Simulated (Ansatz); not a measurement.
# NbTe (P-6m2) in Ansatz: further runs

Runs on NbTe. Level: PBE. Tasks: single point, equation of state.

Program: Ansatz 0.2.0. These are calculated values, not measurements. Logs are shortened: lines on timing, memory, paths and dates and some standing lists are left out, and cuts for length are marked.

### 1 The crystal as given

The structure is hexagonal, space group P-6m2 (No. 187). The conventional cell has a = 3.703 Å, b = 3.703 Å, c = 3.694 Å, α = 90.00°, β = 90.00°, γ = 120.00°. Around Te (site symmetry -6m2) lie 6 Nb at 2.83 Å. Around Nb (site symmetry -6m2) lie 6 Te at 2.83 Å.

The cell comes from a database or a generator and needn't be the stable form of this composition.

### 2 Single point, PBE, 20.62 Å³/atom (volume scaled by 0.94)

input.yaml reads:

```yaml
crystal:
  lattice:
    - [3.62738227, 0.0, 0.0]
    - [-1.813691135, 3.1414051951, 0.0]
    - [0.0, 0.0, 3.6187977783]
  atoms:
    - { symbol: Te, position: [0.6666666667, 0.3333333333, 0.0] }
    - { symbol: Nb, position: [0.0, 0.0, 0.5] }
hamiltonian:
  xc: pbe
  pseudopotentials: { kind: paw, source: jth }
kpoints:
  mp_grid: { grid: [8, 8, 7] }
scf:
  occupations: { method: fermi_dirac, width: 0.05 }
output:
  forces: true
  stress: true
  eigenvalues: true
```

Potentials or basis: JTH PAW.

Command:

```console
$ ansatz run input.yaml --threads 2 --pin off --max-ram 5632MiB --backend cpu --events-out ev --progress --plain --runs-dir out
```

Log:

```text
Warning: the checks of this Te dataset prove no rule for summing its radial tables, as where they were carried onto another mesh than they were made on, and Gregory's rule is taken, under which a leading mesh point left out moves its sums only by what lay on the interval it spanned. That does not make them correct, and they differ from Quantum ESPRESSO's on this file; a re-export a fraction of a mesh step off can move them. hamiltonian.pseudopotentials.radial_quadrature: simpson_from_first_knot sums it by `pw.x`'s rule; on a PAW file no value gives `pw.x`'s numbers. What more to know: hamiltonian.pseudopotentials.radial_quadrature, in the input reference
Warning: the checks of this Nb dataset prove no rule for summing its radial tables, as where they were carried onto another mesh than they were made on, and Gregory's rule is taken, under which a leading mesh point left out moves its sums only by what lay on the interval it spanned. That does not make them correct, and they differ from Quantum ESPRESSO's on this file; a re-export a fraction of a mesh step off can move them. hamiltonian.pseudopotentials.radial_quadrature: simpson_from_first_knot sums it by `pw.x`'s rule; on a PAW file no value gives `pw.x`'s numbers. What more to know: hamiltonian.pseudopotentials.radial_quadrature, in the input reference
Warning: RAYON_NUM_THREADS=2 ignored (pool sized by the plan → 2); use --threads N
Engine: ansatz 0.2.0, aarch64-unknown-linux-gnu
Pseudopotentials: kind: paw
Pseudopotential: Te, paw, valence charge 6, recommended cutoff 540 eV (normal), Te.paw.azcp
Pseudopotential: Nb, paw, valence charge 13, recommended cutoff 1170 eV (normal), Nb.paw.azcp
Functional definition: PBE
  parameter kappa = 0.804
  parameter beta = 0.06672455060314922
  exchange = pbe_x(kappa = kappa, mu = beta*pi^2/3)
  correlation = pbe_c(beta = beta)
Crystal: 2 atoms, lattice volume = 41.236 Å³
Basis set: ecut = 1170 eV, 3807 PW (Γ), exchange–correlation on 90×90×90 points (8 copies of the dense FFT grid, shifted against one another)
Bands: 14, of which v1, the nominal top of the filled ones, is band 10 counted from 1 (9 counted from 0)
Symmetry: 12 space group operations
Space group: P-6m2 (ITA 187), of the structure as read, at distance tolerance 3.5e-5 Å
k-points: 40 of 448 (time reversal used)
Non-local potential: Te, projectors of the file, l = 0: 2, l = 1: 2
Non-local potential: Nb, projectors of the file, l = 0: 2, l = 1: 2, l = 2: 2
PAW form: soft (Blöchl's): semilocal exchange-correlation on the pseudo side does not see the compensation charge
PAW one-centre angular grid: Te, 110 points (default); XC on 64 Gauss nodes
PAW one-centre angular grid: Nb, 590 points (default); XC on 64 Gauss nodes
Initial density: superposition of atomic densities (chi_scale 0.1, normalization cell, long waves kept (reshape's long-wave potential 0.00 eV rms))
Initial wavefunctions: pseudopotential atomic-orbital guess
Functional: x = pbe(κ = 0.804, μ = 0.2195149727645171), c = pbe(β = 0.06672455060314922)
SCF iter   1: F=—  HF=-9481.678244 eV  |F-HF|=—  |Δ(HF+E_count)|=         —  Δρ=3.67e-2  dr2=6.43e-1  ethr=3.10e-3  ⟨swp⟩=10.7  Hψ=5317  notcnv=0
preconditioner: auto → none  [metal: Δε(μ)=0.083 eV  Ē_g=8.167 eV  σ=0.050 eV  W_gap=0.39  n_scr=8 (ndim 8)  ℏωp=19.2 eV  f_vac=0.002  D(μ)=1.30/eV (n_scr^D=8)  sad-step TF]
SCF iter   2: F=—  HF=-9481.581779 eV  |F-HF|=—  |Δ(HF+E_count)|=   9.65e-2  Δρ=2.37e-2  dr2=2.78e-1  ethr=3.10e-3  ⟨swp⟩=2.0  Hψ=1009  notcnv=0
SCF iter   3: F=—  HF=-9481.503274 eV  |F-HF|=—  |Δ(HF+E_count)|=   7.85e-2  Δρ=4.17e-3  dr2=5.14e-3  ethr=1.46e-3  ⟨swp⟩=3.0  Hψ=1099  notcnv=0
SCF iter   4: F=—  HF=-9481.504157 eV  |F-HF|=—  |Δ(HF+E_count)|=   8.82e-4  Δρ=1.74e-3  dr2=1.46e-3  ethr=2.71e-5  ⟨swp⟩=2.6  Hψ=1243  notcnv=0
SCF iter   5: F=—  HF=-9481.503815 eV  |F-HF|=—  |Δ(HF+E_count)|=   3.42e-4  Δρ=4.67e-4  dr2=9.73e-5  ethr=7.68e-6  ⟨swp⟩=2.8  Hψ=932  notcnv=0
SCF iter   6: F=—  HF=-9481.503777 eV  |F-HF|=—  |Δ(HF+E_count)|=   3.72e-5  Δρ=8.69e-5  dr2=2.87e-6  ethr=5.12e-7  ⟨swp⟩=2.8  Hψ=973  notcnv=0
SCF iter   7: F=-9481.503776 eV  HF=-9481.503776 eV  |F-HF|=1.08e-8  |Δ(HF+E_count)|=   9.05e-7  Δρ=1.06e-5  dr2=3.23e-8  ethr=5.26e-10  ⟨swp⟩=9.2  Hψ=4678  notcnv=0
SCF 1 converged in 7 iterations: F = -9481.503776 eV  dr2 = 3.23e-8
SCF converged after 7 iterations
Free energy (F): -9481.503776 eV
Harris-Foulkes:  -9481.503776 eV  (|F-HF|=1.08e-8)
Internal energy: -9481.492962 eV  (E = F + TS)
E sigma→0 (E₀):  -9481.498369 eV
Entropy (-TS):   -0.010815 eV (-5.407 meV/atom)
Fermi energy:    14.792387 eV
--- Per-component energies (eV) ---
  E_band       = -80.944920
  E_kinetic    = 427.421757
  E_local      = -1193.239577  (includes V_loc(G=0)·N_el)
  E_nonlocal   = 435.603969
  E_hartree    = 354.503032
  E_xc         = -291.519140
  E_vxc        = -295.517691  (∫ρ·V_xc dr)
  E_paw        = -7760.938891  (= ΣΔE_a)
  E_vpaw       = -164.222713  (= ΣTr[D̂ρ^β])
  E_aug_tail   = 0.000013  (compensation charges beyond the density's cutoff)
  E_ewald      = -1453.324124
  E_smearing   = -0.010815  (= −TS)
  E_closure    = 0.000000  (closes the sum)
  Σ components = -9481.503776   (vs F -9481.503776, Δ=0.00e0)
--- Forces (eV/Å), atoms counted from 1 ---
  atom   1  Te     0.00000000    -0.00000000    -0.00000000
  atom   2  Nb     0.00000000     0.00000000     0.00000000
  max |Σ_I F_I| component: 2.59e-16 eV/Å
--- Stress (GPa, compression-positive) ---
        7.866254       0.000000      -0.000000
        0.000000       7.866254      -0.000000
       -0.000000      -0.000000      11.105194
  P = ⅓ Tr σ = 8.9459 GPa (89.459 kbar)
--- Band table (eV; the first three rows and the last of 40) ---
  k-point 0: bands = ["-40.7581", "-16.9916", "-16.7737", "-16.7737", "0.0574", "11.4519", "11.4519", "11.4586", "12.3912", "15.0065", "15.0065", "17.4464", "17.4464", "17.9871"]
  k-point 1: bands = ["-40.7567", "-17.0203", "-16.7712", "-16.7712", "0.2814", "10.1776", "11.5759", "11.5759", "13.1539", "14.4584", "14.4584", "17.7662", "17.7662", "18.4572"]
  k-point 2: bands = ["-40.7537", "-17.0839", "-16.7655", "-16.7655", "0.8649", "8.3444", "11.8454", "11.8454", "13.7868", "13.7868", "14.2660", "17.4118", "17.4118", "19.2656"]
  k-point 39: bands = ["-40.7383", "-17.0813", "-16.8934", "-16.8451", "2.3743", "8.1795", "8.7761", "10.0082", "13.4688", "16.0082", "16.6827", "17.1836", "17.5532", "18.4622"]
```

It took 5.7 s on 2 threads of Arm Neoverse V1, shared host; peak memory 0.46 GiB.

What came out:

```
Free energy            : -9481.5038 eV
Pressure               : 8.9 GPa
Band gap on the k mesh : none (metal or under the smearing width)
```

### 3 Single point, PBE, 21.06 Å³/atom (volume scaled by 0.96)

input.yaml, as its differences from that of step 2:

```diff
@@ -2,5 +2,5 @@
   lattice:
-    - [3.62738227, 0.0, 0.0]
-    - [-1.813691135, 3.1414051951, 0.0]
-    - [0.0, 0.0, 3.6187977783]
+    - [3.6529280573, 0.0, 0.0]
+    - [-1.8264640286, 3.1635284958, 0.0]
+    - [0.0, 0.0, 3.6442831093]
   atoms:
@@ -19 +19,5 @@
   eigenvalues: true
+  write_density: true
+  write_potential: true
+  elf: true
+  volumetric_format: npy
```

Potentials or basis: JTH PAW.

Command:

```console
$ ansatz run input.yaml --threads 2 --pin off --max-ram 5632MiB --backend cpu --events-out ev --progress --plain --runs-dir out
```

Run time: 9.7 s. Hardware: 2 threads of Arm Neoverse V1, shared host; peak memory 0.47 GiB.

The run converged. Its results:

- Free energy: -9481.5436 eV
- Pressure: 5.7 GPa
- Band gap on the k mesh: none (metal or under the smearing width)

### 4 Single point, PBE, 21.50 Å³/atom (volume scaled by 0.98)

input.yaml, as its differences from that of step 3:

```diff
@@ -2,5 +2,5 @@
   lattice:
-    - [3.6529280573, 0.0, 0.0]
-    - [-1.8264640286, 3.1635284958, 0.0]
-    - [0.0, 0.0, 3.6442831093]
+    - [3.6781214607, 0.0, 0.0]
+    - [-1.8390607303, 3.1853466232, 0.0]
+    - [0.0, 0.0, 3.6694168905]
   atoms:
@@ -19,5 +19 @@
   eigenvalues: true
-  write_density: true
-  write_potential: true
-  elf: true
-  volumetric_format: npy
```

Command:

```console
$ ansatz run input.yaml --threads 2 --pin off --max-ram 5632MiB --backend cpu --events-out ev --progress --plain --runs-dir out
```

It took 5.7 s on 2 threads of Arm Neoverse V1, shared host; peak memory 0.46 GiB.

Results (log left out):

```
Free energy            : -9481.5666 eV
Pressure               : 2.8 GPa
Band gap on the k mesh : none (metal or under the smearing width)
```

### 5 Single point, PBE, 21.93 Å³/atom

input.yaml, as its differences from that of step 4:

```diff
@@ -2,5 +2,5 @@
   lattice:
-    - [3.6781214607, 0.0, 0.0]
-    - [-1.8390607303, 3.1853466232, 0.0]
-    - [0.0, 0.0, 3.6694168905]
+    - [3.7029743866, 0.0, 0.0]
+    - [-1.8514871933, 3.2068698884, 0.0]
+    - [0.0, 0.0, 3.694211]
   atoms:
```

Command:

```console
$ ansatz run input.yaml --threads 2 --pin off --max-ram 5632MiB --backend cpu --events-out ev --progress --plain --runs-dir out
```

It took 5.9 s on 2 threads of Arm Neoverse V1, shared host; peak memory 0.47 GiB.

The run converged. Its results:

| Property | Result |
| --- | --- |
| Free energy | -9481.5744 eV |
| Pressure | 0.2 GPa |
| Band gap on the k mesh | none (metal or under the smearing width) |

### 6 Single point, PBE, 22.37 Å³/atom (volume scaled by 1.02)

input.yaml, as its differences from that of step 5:

```diff
@@ -2,5 +2,5 @@
   lattice:
-    - [3.7029743866, 0.0, 0.0]
-    - [-1.8514871933, 3.2068698884, 0.0]
-    - [0.0, 0.0, 3.694211]
+    - [3.7274981105, 0.0, 0.0]
+    - [-1.8637490552, 3.2281080563, 0.0]
+    - [0.0, 0.0, 3.7186766865]
   atoms:
@@ -19 +19,5 @@
   eigenvalues: true
+  write_density: true
+  write_potential: true
+  elf: true
+  volumetric_format: npy
```

Potentials or basis: JTH PAW.

Command:

```console
$ ansatz run input.yaml --threads 2 --pin off --max-ram 5632MiB --backend cpu --events-out ev --progress --plain --runs-dir out
```

Run time: 8.9 s. Hardware: 2 threads of Arm Neoverse V1, shared host; peak memory 0.48 GiB.

Results (log left out):

```yaml
Free_energy: -9481.5687 eV
Pressure: -2.2 GPa
Band_gap_on_the_k_mesh: none (metal or under the smearing width)
```

### 7 Single point, PBE, 22.81 Å³/atom (volume scaled by 1.04)

input.yaml, as its differences from that of step 6:

```diff
@@ -2,5 +2,5 @@
   lattice:
-    - [3.7274981105, 0.0, 0.0]
-    - [-1.8637490552, 3.2281080563, 0.0]
-    - [0.0, 0.0, 3.7186766865]
+    - [3.7517033219, 0.0, 0.0]
+    - [-1.8758516609, 3.2490703843, 0.0]
+    - [0.0, 0.0, 3.7428246143]
   atoms:
@@ -19,5 +19 @@
   eigenvalues: true
-  write_density: true
-  write_potential: true
-  elf: true
-  volumetric_format: npy
```

Command:

```console
$ ansatz run input.yaml --threads 2 --pin off --max-ram 5632MiB --backend cpu --events-out ev --progress --plain --runs-dir out
```

Wall time 6.4 s (2 threads of Arm Neoverse V1, shared host); peak memory 0.47 GiB.

It converged, with:

```yaml
Free_energy: -9481.5510 eV
Pressure: -4.2 GPa
Band_gap_on_the_k_mesh: none (metal or under the smearing width)
```

### 8 Single point, PBE, 23.25 Å³/atom (volume scaled by 1.06)

input.yaml, as its differences from that of step 7:

```diff
@@ -2,5 +2,5 @@
   lattice:
-    - [3.7517033219, 0.0, 0.0]
-    - [-1.8758516609, 3.2490703843, 0.0]
-    - [0.0, 0.0, 3.7428246143]
+    - [3.7756001657, 0.0, 0.0]
+    - [-1.8878000828, 3.2697656581, 0.0]
+    - [0.0, 0.0, 3.7666649043]
   atoms:
```

Command:

```console
$ ansatz run input.yaml --threads 2 --pin off --max-ram 5632MiB --backend cpu --events-out ev --progress --plain --runs-dir out
```

Run time: 6.1 s. Hardware: 2 threads of Arm Neoverse V1, shared host; peak memory 0.47 GiB.

Results (log left out):

| Item | Value |
| --- | --- |
| Free energy | -9481.5226 eV |
| Pressure | -6.1 GPa |
| Band gap on the k mesh | none (metal or under the smearing width) |

### 9 Equation of state, PBE

Potentials or basis: JTH PAW.

This step only gathers the single runs of the series.

What came out:

| Quantity | Value |
| --- | --- |
| Equilibrium volume | 21.96 Å³/atom |
| Bulk modulus at fixed shape and positions | 122 GPa |
| Pressure derivative of the bulk modulus | 4.7 |

Energy against volume, from the lowest point:
| volume (Å³/atom) | energy (meV/atom) |
| --- | --- |
| 20.618 | 35.31 |
| 21.057 | 15.38 |
| 21.496 | 3.91 |
| 21.934 | 0.00 |
| 22.373 | 2.83 |
| 22.812 | 11.67 |
| 23.250 | 25.88 |

Caveat: the cell was scaled at fixed shape and fractional positions, which overstates the stiffness of a crystal with free parameters, most of all of layers and chains. The run has no spin-orbit coupling, so splittings on Te are missing.
